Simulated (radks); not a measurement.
# Spin polarisation of the 4s shell in Cu

An exercise on one series of results from a longer session: the logs are not shown, and one member is left open.

The numbers are computed with radks (a radial shooting solver on a logarithmic mesh, Libxc functionals) version 1 (scalar-relativistic Kohn-Sham, PBE, spin-polarised, spherical densities, finite nucleus), except any that are marked as measured or tabulated.

## The system

- element: copper (Z = 29)
- charge: 0
- electrons: 29
- configuration: [Ar] 3d10 4s(up 0.5, down 0.5)
- nuclear rms radius: 3.8823 fm

A shell typed twice in an input gives spin up, then spin down.

Set-up of the first run:

Settings of this run:

```text
Z 29
configuration [Ar] 3d10 4s0.5 4s0.5
relativity scalar-relativistic
functional pbe,pbe
spin polarised
nucleus finite rms 3.8823 fm
c 137.035999084
```

Among the steps run: No moment.

One table of the session follows, with a row left open; its other results are not shown here.

Sizes of the orbitals, from the radial functions (bohr):

| level | <r> | outermost maximum (interpolated) | 90 % within | nodes |
| --- | --- | --- | --- | --- |
| 1s | 0.05213 | 0.0341 | 0.0931 | 0 |
| 2s | 0.2352 | 0.197 | 0.364 | 1 |
| 2p | 0.2064 | 0.158 | 0.338 | 0 |
| 3s | 0.7119 | 0.613 | 1.07 | 2 |
| 3p | ? | ? | ? | ? |
| 3d | 1.047 | 0.603 | 1.91 | 0 |
| 4s | 2.936 | 2.27 | 4.60 | 3 |

Q: Estimate the row for 3p from the others.

**Answer.** <r>: 0.7494; outermost maximum (interpolated): 0.619; 90 % within: 1.16; nodes: 1. In the column «<r>» it lies between 3s (0.7119) and 3d (1.047).
